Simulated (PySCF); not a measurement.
Cl3SiBr, in a box:

```
Cl Si Br
1.0
    12.00000    0.00000    0.00000
     0.00000   13.00000    0.00000
     0.00000    0.00000   13.00000
Cl Si Br
3 1 1
Direct
  0.41314 0.45040 0.62702
  0.62509 0.37805 0.48234
  0.37707 0.41255 0.37822
  0.48450 0.46387 0.48665
  0.52542 0.62518 0.45705
```

Base run:

| Item | Value |
| --- | --- |
| Program | PySCF 2.14.0 |
| Functional | PW91 |
| Dispersion | D4 |
| Potentials or basis | def2-svp (all-electron) |
| k mesh | 1 × 1 × 1 |
| Occupations | fixed |
| Spin | no spin polarisation |

Its results: gap between the frontier levels 5.98 eV.

The run is repeated on the same cell with these changes: functional from PW91 to r2SCAN50. What comes out?

Gap between the frontier levels 10.92 eV.

r2SCAN50 gives the wider gap, since exact exchange removes part of the self-interaction.

Caveats: this is a molecule in a periodic box at the Γ point, so its band gap is the HOMO-LUMO gap; relativity is left out, which matters for the heavier elements; the basis of atomic orbitals isn't converged, which shifts pressures, moduli and gaps.

